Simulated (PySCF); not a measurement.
# C6H10O: NMR shifts

Wanted: the NMR shifts of C6H10O (`C=CC(=C)COC`), by calculation.

Computed with PySCF 2.14.0, with density-fitted response routines of our own, on a single molecule in the gas phase. Atoms count from 0, in the outputs and in this text.

## (1) Starting geometry

17 atoms, charge 0, multiplicity 1; geometry from: GFN2-xTB.

Bonds of the start (Å): C0–C1 1.33, C1–C2 1.46, C2–C3 1.33, C2–C4 1.51, C4–O5 1.41, O5–C6 1.40, C0–H7 1.08, C0–H8 1.08, C1–H9 1.08, C3–H10 1.08, C3–H11 1.07, C4–H12 1.10, C4–H13 1.10, C6–H14 1.09, C6–H15 1.10, C6–H16 1.10.

## (2) NMR shieldings: PBE0/pcSseg-1

Job settings and geometry (Å):

```
{"job": {"kind": "nmr", "xc": "PBE0", "basis": "pcSseg-1"}, "charge": 0, "multiplicity": 1}
C      0.493621    -2.611244     0.420999
C      1.307379    -1.575211     0.589058
C      0.961657    -0.168144     0.441966
C      1.871778     0.784127     0.635861
C     -0.457649     0.166051     0.063648
O     -0.640889     1.557095    -0.041911
C     -1.952407     1.904271    -0.392860
H      0.840776    -3.622015     0.551407
H     -0.541887    -2.501067     0.148857
H      2.339464    -1.754671     0.862639
H      2.886171     0.544194     0.906049
H      1.619830     1.822819     0.527755
H     -0.701457    -0.317283    -0.898270
H     -1.143220    -0.244847     0.824903
H     -1.984632     2.990754    -0.446422
H     -2.674144     1.554678     0.357516
H     -2.231388     1.482522    -1.367827
```

Level: GIAO PBE0/pcSseg-1 NMR shielding, non-relativistic, gas phase.

What will the session give for the following? ¹³C shifts against TMS (PBE0/pcSseg-1); ¹H shifts against TMS (PBE0/pcSseg-1, means over atoms taken as alike); ¹⁷O shifts against H2O (PBE0/pcSseg-1). Wanted: ¹³C shifts against TMS; ¹H shifts against TMS; ¹⁷O shifts against H2O.

The runs gave:

| quantity | value |
| --- | --- |
| ¹³C shifts against TMS (PBE0/pcSseg-1) | 149.3, 145.8, 124.6, 116.3, 75.7, 61.3 ppm |
| ¹H shifts against TMS (PBE0/pcSseg-1, means over atoms taken as alike) | 6.69, 5.88, 5.51, 5.26, 5.14, 4.15, 3.67 ppm |
| ¹⁷O shifts against H2O (PBE0/pcSseg-1) | 14.3 ppm |

In words: H9 (hydrogen on an alkene CH) lies farthest downfield among hydrogen, at 6.69 ppm; attached to an sp2 carbon and in the plane of the double bond. At PBE0/pcSseg-1: Shielding is most anisotropic at C2 (span 230 ppm, paramagnetic term -222 ppm).
